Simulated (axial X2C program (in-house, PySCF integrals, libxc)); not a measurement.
**A two-component session on TeGa⁻: properties at the nuclei**

Aim: properties at the nuclei of TeGa⁻, with spin–orbit coupling in the Hamiltonian from the start.

Method: two-component X2C with atomic mean-field terms, Te dyall-acv3z, Ga dyall-acv3z; program: an in-house X2C program for linear molecules on PySCF integrals.

All values are calculated.

### 1 Set-up

The input, task.json:

```json
{"zs": [52, 31], "q": -1, "bas": ["dyall-acv3z", "dyall-acv3z"], "r0": 2.45, "levels": ["PBE0", "HF", "r2SCAN", "B3LYP", "BP86"], "nst": 3}
```

Keys: zs atomic numbers; q charge; bas basis sets; r0 starting distance in Å; levels methods (HF also brings MP2); nst determinants followed.

The run is started by

```sh
> python soeom.py task.json out
```

Nuclei are Gaussian, cores are contracted, and the Gaunt term is on.

### 2 Expectation values, lowest determinant

R = 2.485 Å. State: Ω = 0 (closed shell).

Output of the PBE0 run:

```text
two-component X2C + atomic mean field  PBE0
basis functions 264  fitting functions 1402  grid points 5803
iter        total energy     max residual
   1      -8731.189640272     1.35e+01
   2      -8732.617993068     1.04e+01
   3      -8733.447381251     1.08e+00
   4      -8733.705782333     1.62e+00
   5      -8733.809246283     2.13e-01
   6      -8733.815285012     1.32e-01
   7      -8733.817494843     7.95e-02
   8      -8733.818063309     5.41e-02
   9      -8733.818633554     2.24e-02
  10      -8733.818682637     2.35e-02
  11      -8733.818714294     2.66e-03
  12      -8733.818718882     3.93e-03
  13      -8733.818720398     3.18e-03
  14      -8733.818720874     9.31e-04
  15      -8733.818721032     3.55e-04
  16      -8733.818721058     2.87e-04
  17      -8733.818721067     7.33e-05
  18      -8733.818721069     7.44e-05
  19      -8733.818721070     7.61e-05
  20      -8733.818721070     1.81e-05
  21      -8733.818721070     2.97e-06
converged
one-electron -12724.99302112  Coulomb 3905.86906450  exact exchange -62.31498216  xc functional -190.96395378  nuclear repulsion 343.27310423  atomic mean-field constant -4.68893274
```

The highest occupied spinor is 45% Te p, 34% Ga p, 12% Ga s.

| level | qzz Te (a.u.) | qzz Ga (a.u.) |
| --- | --- | --- |
| PBE0 | 0.18 | -2.63 |
| HF | 0.43 | -3.05 |
| r2SCAN | 0.04 | -2.58 |
| B3LYP | 0.10 | -2.58 |
| BP86 | -0.03 | -2.42 |

Eeff is the effective electric field on the electron dipole moment in this Ω state and Ws the scalar–pseudoscalar constant (defined with the proton number Z and per Ω); A∥ is the parallel hyperfine constant, which follows by multiplying with the nuclear g factor gI = μI/(I μN); qzz is the electric field gradient, eQq0 = 234.96 MHz × Q/barn × qzz. The operators were transformed with the bare-nucleus X2C matrices.

### 3 Expectation values, a higher determinant

R = 2.485 Å. State: Ω = 2 (excess of +ω over −ω: ω = 1/2, ω = 3/2), 2.22 eV above the lowest in the PBE0 search for states (made at or near this distance, with looser thresholds).

Output of the PBE0 run:

```text
two-component X2C + atomic mean field  PBE0
basis functions 264  fitting functions 1402  grid points 5803
iter        total energy     max residual
   1      -8731.150659368     1.33e+01
   2      -8732.434056908     1.07e+01
   3      -8733.277817872     5.95e+00
   4      -8733.625450458     1.55e+00
   5      -8733.716297177     3.44e-01
   6      -8733.723009042     3.41e-01
   7      -8733.735104967     1.55e-01
   8      -8733.736015955     6.84e-02
   9      -8733.737197116     2.81e-02
  10      -8733.737497109     3.27e-02
  11      -8733.737678413     2.06e-02
  12      -8733.737742349     9.41e-03
  13      -8733.737769978     8.62e-03
  14      -8733.737779168     7.80e-03
  15      -8733.737783407     3.92e-03
  16      -8733.737784813     2.99e-03
  17      -8733.737785285     1.69e-03
  18      -8733.737785392     1.18e-03
  19      -8733.737785436     3.79e-04
  20      -8733.737785447     2.25e-04
  21      -8733.737785451     1.28e-04
  22      -8733.737785451     6.15e-05
  23      -8733.737785451     2.38e-05
  24      -8733.737785451     1.77e-05
  25      -8733.737785451     1.15e-05
  26      -8733.737785451     2.38e-06
converged
one-electron -12722.08582602  Coulomb 3903.00646349  exact exchange -62.30995527  xc functional -190.93263913  nuclear repulsion 343.27310423  atomic mean-field constant -4.68893274
```

The highest occupied spinor is 61% Ga p, 13% Ga d, 12% Te d.

```csv
level,Eeff magnitude (GV/cm),Ws magnitude Te (kHz),A∥/gI Te (MHz),qzz Te (a.u.),A∥/gI Ga (MHz),qzz Ga (a.u.)
PBE0,2.8,0.0875,67.3,7.47,318,-0.35
HF,3.78,0.00518,-13.5,7.38,254,-0.76
r2SCAN,3.68,0.352,110,7.62,336,-0.25
B3LYP,2.29,0.0116,83,7.20,308,-0.37
BP86,2.48,0.0919,104,7.28,333,-0.28
```

### 4 Expectation values, a higher determinant

R = 2.485 Å. State: Ω = 1 (excess of +ω over −ω: 2 × ω = 1/2), 2.32 eV above the lowest in the PBE0 search for states (made at or near this distance, with looser thresholds).

Output of the PBE0 run:

```text
two-component X2C + atomic mean field  PBE0
basis functions 264  fitting functions 1402  grid points 5803
iter        total energy     max residual
   1      -8731.131605144     1.35e+01
   2      -8732.478517633     1.07e+01
   3      -8733.395810025     3.32e+00
   4      -8733.608169154     1.66e+00
   5      -8733.724544468     2.18e-01
   6      -8733.726370987     1.85e-01
   7      -8733.733114835     7.58e-02
   8      -8733.733479051     6.61e-02
   9      -8733.734065730     3.66e-02
  10      -8733.734122438     6.33e-02
  11      -8733.734242130     2.60e-02
  12      -8733.734258430     2.05e-02
  13      -8733.734291311     7.14e-03
  14      -8733.734301637     5.29e-03
  15      -8733.734307804     4.80e-03
  16      -8733.734309971     2.32e-03
  17      -8733.734311094     1.55e-03
  18      -8733.734311333     1.12e-03
  19      -8733.734311419     2.36e-04
  20      -8733.734311435     3.32e-04
  21      -8733.734311441     1.94e-04
  22      -8733.734311441     1.03e-04
  23      -8733.734311442     2.95e-05
  24      -8733.734311442     3.42e-05
  25      -8733.734311442     8.17e-06
converged
one-electron -12721.69054663  Coulomb 3902.60125270  exact exchange -62.30528125  xc functional -190.92390776  nuclear repulsion 343.27310423  atomic mean-field constant -4.68893274
```

The highest occupied spinor is 67% Ga p, 12% Te d, 9% Ga d.

| level | Eeff magnitude (GV/cm) | Ws magnitude Te (kHz) | A∥/gI Te (MHz) | qzz Te (a.u.) | A∥/gI Ga (MHz) | qzz Ga (a.u.) |
| --- | --- | --- | --- | --- | --- | --- |
| PBE0 | 2.04 | 0.243 | 210 | 6.96 | 704 | -0.36 |
| HF | 0.175 | 1.76 | 22.6 | 6.08 | 388 | -0.77 |
| r2SCAN | 2.79 | 0.109 | 247 | 7.91 | 798 | -0.24 |
| B3LYP | 1.83 | 0.292 | 249 | 6.59 | 677 | -0.39 |
| BP86 | 2.33 | 0.0734 | 285 | 6.78 | 767 | -0.29 |

### 5 What came out

| quantity | value |
| --- | --- |
| lowest determinant | Ω = 0 (closed shell) |
| qzz Te (a.u.), PBE0 | 0.18 |
| qzz Ga (a.u.), PBE0 | -2.63 |
| higher determinant | Ω = 2 (excess of +ω over −ω: ω = 1/2, ω = 3/2) |
| Eeff magnitude (GV/cm), PBE0, higher determinant | 2.8 |
| Ws magnitude Te (kHz), PBE0, higher determinant | 0.0875 |
| A∥/gI Te (MHz), PBE0, higher determinant | 67.3 |
| qzz Te (a.u.), PBE0, higher determinant | 7.47 |
| higher determinant | Ω = 1 (excess of +ω over −ω: 2 × ω = 1/2) |
| Eeff magnitude (GV/cm), PBE0, higher determinant | 2.04 |
| Ws magnitude Te (kHz), PBE0, higher determinant | 0.243 |
| A∥/gI Te (MHz), PBE0, higher determinant | 210 |
| qzz Te (a.u.), PBE0, higher determinant | 6.96 |

**Reading.** The expectation values come from single determinants, which for open shells can mix terms of unlike spin or miss the lowest Ω, so a determinant need not be a state. Eeff is the effective electric field on the electron dipole moment in this Ω state and Ws the scalar–pseudoscalar constant (defined with the proton number Z and per Ω); A∥ is the parallel hyperfine constant, which follows by multiplying with the nuclear g factor gI = μI/(I μN); qzz is the electric field gradient, eQq0 = 234.96 MHz × Q/barn × qzz. The operators were transformed with the bare-nucleus X2C matrices.
